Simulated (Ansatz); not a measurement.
**Cl2H2S2Zr: one species, many methods**

An exercise on one series of results from a longer session: the logs are not shown, and one member is left open.

Computed with Ansatz 0.2.0, Gaussian basis. Level: functionals in def2-TZVPP, the program's frozen cores in correlated methods.

The runs, in order: LDA (SPW92), PBE-D4, revPBE-D4, BLYP-D4, r2SCAN-D4, B97M-V, PBE0-D4, B3LYP-D4, r2SCANh-D4, r2SCAN0-D4, HSE06-D4, BHLYP-D4, CAM-B3LYP-D4, LC-ωPBE, ωB97X-V, ωB97M-V, B2PLYP, PBE-QIDH; CCSD(T)/def2-SVP; CCSD(T)/def2-TZVPP; MP2/def2-QZVPP; extrapolation to the limit; RPA on PBE.

## Structure used throughout

The geometry comes from an earlier relaxation with PBE0-D4 in a triple-zeta def2 set; it is a stationary point, not always the lowest conformer. Zr takes the def2 core potential; no spin-orbit term is included.

SMILES `[SH][Zr]([SH])([Cl])[Cl]`, 7 atoms, charge 0, spin multiplicity 1.

Atoms are counted from 1 here; the program's logs count them from 0.

Bond lengths: S1–Zr2 2.409 Å, S1–H6 1.350 Å, Zr2–S3 2.415 Å, Zr2–Cl4 2.326 Å, Zr2–Cl5 2.330 Å, S3–H7 1.350 Å. Angles: Zr2–S1–H6 89.0°, S1–Zr2–S3 104.2°, S1–Zr2–Cl4 109.7°, S1–Zr2–Cl5 111.2°, S3–Zr2–Cl4 110.3°, S3–Zr2–Cl5 108.8°, Cl4–Zr2–Cl5 112.3°, Zr2–S3–H7 90.7°.

The first run:

in.yaml reads:

```yaml
crystal:
  periodic: [false, false, false]
  atoms:
    - {symbol: S, position_ang: [-1.702414, -0.207282, 1.606972]}
    - {symbol: Zr, position_ang: [-0.247768, -0.153055, -0.312648]}
    - {symbol: S, position_ang: [1.962714, -0.466353, 0.609427]}
    - {symbol: Cl, position_ang: [-0.777481, -1.903379, -1.749428]}
    - {symbol: Cl, position_ang: [-0.330026, 1.919369, -1.374382]}
    - {symbol: H, position_ang: [-1.420274, 1.094550, 1.828857]}
    - {symbol: H, position_ang: [2.515249, -0.283850, -0.608778]}
basis:
  gaussian: {orbitals: def2-TZVPP}
hamiltonian: {xc: lda}
output: {orbitals: {seedname: orbitals}}
```

On the command line:

```console
$ ansatz run in.yaml --threads 4 --pin off --events-out ev --progress --plain --max-ram 10444MiB
```

Among the steps run: LDA; PBE-D4 (GGA); revPBE-D4 (GGA); BLYP-D4 (GGA); r2SCAN-D4 (meta-GGA); B97M-V (meta-GGA); B3LYP-D4 (hybrid); r2SCANh-D4 (hybrid); r2SCAN0-D4 (hybrid); HSE06-D4 (hybrid); BHLYP-D4 (hybrid); CAM-B3LYP-D4 (range-separated); LC-ωPBE (range-separated); ωB97X-V (range-separated); ωB97M-V (range-separated); B2PLYP (double hybrid); PBE-QIDH (double hybrid).

One of the session's tables, all rows but one given; the rest of the session is left out.

It belongs to the step «Orbital energies across the functionals». 

```
  functional  HOMO (eV)  LUMO (eV)  gap (eV)
 LDA (SPW92)      -7.05      -3.55      3.50
      PBE-D4      -6.90      -3.34      3.56
   revPBE-D4      -6.84      -3.26      3.58
     BLYP-D4      -6.71      -3.18      3.53
   r2SCAN-D4      -7.21      -3.22      3.99
      B97M-V      -7.26      -3.16      4.10
     PBE0-D4      -8.11      -2.56      5.55
    B3LYP-D4      -7.84      -2.74      5.11
  r2SCANh-D4      -7.65      -2.93      4.72
  r2SCAN0-D4      -8.31      -2.48      5.83
    HSE06-D4      -7.71      -2.94      4.77
    BHLYP-D4      -9.15      -1.58      7.56
CAM-B3LYP-D4      -9.39      -1.47      7.92
     LC-ωPBE     -10.81      -0.42     10.40
     ωB97X-V     -10.44      -0.46      9.97
     ωB97M-V          ?          ?         ?
```

Estimate the missing values for ωB97M-V.

As computed: HOMO (eV): -10.25; LUMO (eV): -0.50; gap (eV): 9.75. In the column «HOMO (eV)» it lies between ωB97X-V (-10.44) and CAM-B3LYP-D4 (-9.39).
